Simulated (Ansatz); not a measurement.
# C₂H₃BOSe: one species, many methods

One table from this session's results is given with a row withheld; the runs are named, their logs left out.

Program: Ansatz 0.2.0, Gaussian basis. Level of theory: functionals in def2-TZVPP, the program's frozen cores in correlated methods. These are calculated values, not measurements.

Plan: PBE-D4, r2SCAN-D4, PBE0-D4, B3LYP-D4, ωB97X-V, ωB97M-V, B2PLYP; CCSD(T)/def2-TZVPP; MP2/def2-QZVPP; extrapolation to the limit.

## Structure used throughout

The geometry comes from an earlier relaxation with PBE0-D4 in a triple-zeta def2 set; it is a stationary point, not always the lowest conformer.

SMILES `C=C1[Se]B1O`, 8 atoms, charge 0, spin multiplicity 1.

Atoms are counted from 1 here; the program's logs count them from 0.

Bond lengths: C1–C2 1.322 Å, C1–H6 1.086 Å, C1–H7 1.084 Å, C2–Se3 1.972 Å, C2–B4 1.488 Å, Se3–B4 1.921 Å, B4–O5 1.337 Å, O5–H8 0.962 Å. Angles: C2–C1–H6 119.6°, C2–C1–H7 123.1°, H6–C1–H7 117.4°, C1–C2–Se3 135.3°, C1–C2–B4 159.0°, Se3–C2–B4 65.7°, C2–Se3–B4 44.9°, C2–B4–Se3 69.4°, C2–B4–O5 150.0°, Se3–B4–O5 140.6°, B4–O5–H8 113.6°.

The first run:

Input file in.yaml:

```yaml
crystal:
  periodic: [false, false, false]
  atoms:
    - {symbol: C, position_ang: [0.693612, 1.394608, 0.290264]}
    - {symbol: C, position_ang: [0.440362, 0.117114, 0.065783]}
    - {symbol: Se, position_ang: [1.522176, -1.528331, -0.046012]}
    - {symbol: B, position_ang: [-0.346019, -1.113976, -0.218888]}
    - {symbol: O, position_ang: [-1.519336, -1.709609, -0.456514]}
    - {symbol: H, position_ang: [-0.123601, 2.110034, 0.295159]}
    - {symbol: H, position_ang: [1.690938, 1.776751, 0.473514]}
    - {symbol: H, position_ang: [-2.265932, -1.103692, -0.459207]}
basis:
  gaussian: {orbitals: def2-TZVPP}
hamiltonian: {xc: pbe, dispersion: d4}
output: {forces: true, orbitals: {seedname: orbitals}}
```

Launch:

```sh
$ ansatz run in.yaml --threads 4 --pin off --events-out ev --progress --plain --max-ram 10444MiB
```

Among the steps run: PBE-D4 (GGA); r2SCAN-D4 (meta-GGA); PBE0-D4 (hybrid); B3LYP-D4 (hybrid); ωB97X-V (range-separated); ωB97M-V (range-separated); B2PLYP (double hybrid); CCSD(T) in def2-TZVPP; MP2 in def2-QZVPP.

One of the session's tables, all rows but one given; the rest of the session is left out.

| method | atomisation energy (eV) |
| --- | --- |
| PBE-D4 | 36.233 |
| r2SCAN-D4 | 35.189 |
| PBE0-D4 | 35.168 |
| B3LYP-D4 | 34.733 |
| ωB97X-V | 34.597 |
| ωB97M-V | 34.708 |
| B2PLYP | 34.444 |
| HF/def2-TZVPP | 24.371 |
| MP2/def2-TZVPP | 34.918 |
| CCSD/def2-TZVPP | 32.860 |
| CCSD(T)/def2-TZVPP | 33.671 |
| MP2/CBS | 35.889 |
| CCSD(T)/CBS | ? |

Estimate the missing values for CCSD(T)/CBS.

As computed: atomisation energy (eV): 34.642. In the column «atomisation energy (eV)» it lies between ωB97X-V (34.597) and ωB97M-V (34.708).

Limits of these values: Free atoms (2 C, 1 Se, 1 B, 1 O, 3 H) were run apart at each level; the atomisation energy is their sum less the molecule, without zero-point or spin-orbit terms.
